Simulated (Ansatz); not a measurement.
# CaHOs2: the cost of one run

Computed with Ansatz 0.2.0 (DFT PBE, scalar-relativistic, plane waves, PAW, unless a step's input says otherwise).

## Step 1: The starting structure

Symmetry: P4/mmm, No. 123, tetragonal system. The conventional cell has a = 3.296 Å, b = 3.296 Å, c = 4.654 Å, α = 90.00°, β = 90.00°, γ = 90.00°. Ca (site symmetry 4/mmm) is surrounded by 6 Os at 2.33 Å. Around H (site symmetry 4/mmm) lie 6 Os at 2.33 Å. Around Os (site symmetry 4/mmm) lie 2 H at 2.33 Å and 4 Ca at 2.33 Å. Around Os (site symmetry 4/mmm) lie 2 Ca at 2.33 Å and 4 H at 2.33 Å.

Structure file:

```cif
data_structure
_symmetry_space_group_name_H-M 'P4/mmm'
_symmetry_Int_Tables_number 123
_cell_length_a 3.2963
_cell_length_b 3.2963
_cell_length_c 4.6537
_cell_angle_alpha 90.000
_cell_angle_beta 90.000
_cell_angle_gamma 90.000
_cell_volume 50.56
loop_
_atom_site_label
_atom_site_type_symbol
_atom_site_symmetry_multiplicity
_atom_site_Wyckoff_symbol
_atom_site_fract_x
_atom_site_fract_y
_atom_site_fract_z
_atom_site_occupancy
Ca1 Ca 1 d 0.50000 0.50000 0.50000 1
H1 H 1 a 0.00000 0.00000 0.00000 1
Os1 Os 1 b 0.00000 0.00000 0.50000 1
Os2 Os 1 c 0.50000 0.50000 0.00000 1
```

A structure generator made this guess: species swapped into a database cell of HfZrC2 (P4/mmm, No. 123), with Ca on the Zr sites, H on the Hf sites and Os on the C sites. Lengths come from tabulated atomic sizes and are only a guess.

## Step 2: Probe: one point on a coarse mesh

input.yaml

```yaml
crystal:
  lattice:
    - [3.29626087, 0.0, 0.0]
    - [0.0, 3.29626087, 0.0]
    - [0.0, 0.0, 4.65372197]
  atoms:
    - { symbol: Ca, position: [0.5, 0.5, 0.5] }
    - { symbol: H, position: [0.0, 0.0, 0.0] }
    - { symbol: Os, position: [0.0, 0.0, 0.5] }
    - { symbol: Os, position: [0.5, 0.5, 0.0] }
basis:
  ecutwfc: 420
kpoints:
  mp_grid: { grid: [6, 6, 4] }
hamiltonian:
  xc: pbe
scf:
  occupations: { method: gaussian, width: 0.1 }
  lower_state_search: "off"
output:
  forces: true
  stress: true
  eigenvalues: true
```

Command:

```bash
> ansatz run input.yaml --threads 1 --pin off --max-ram 2048MiB --backend cpu --events-out ev --progress --plain --runs-dir out
```

What time and memory should one allow on 1 thread of Intel Xeon Platinum 8488C (Sapphire Rapids), shared host?

About 1.4 s, with a peak of 0.38 GiB.
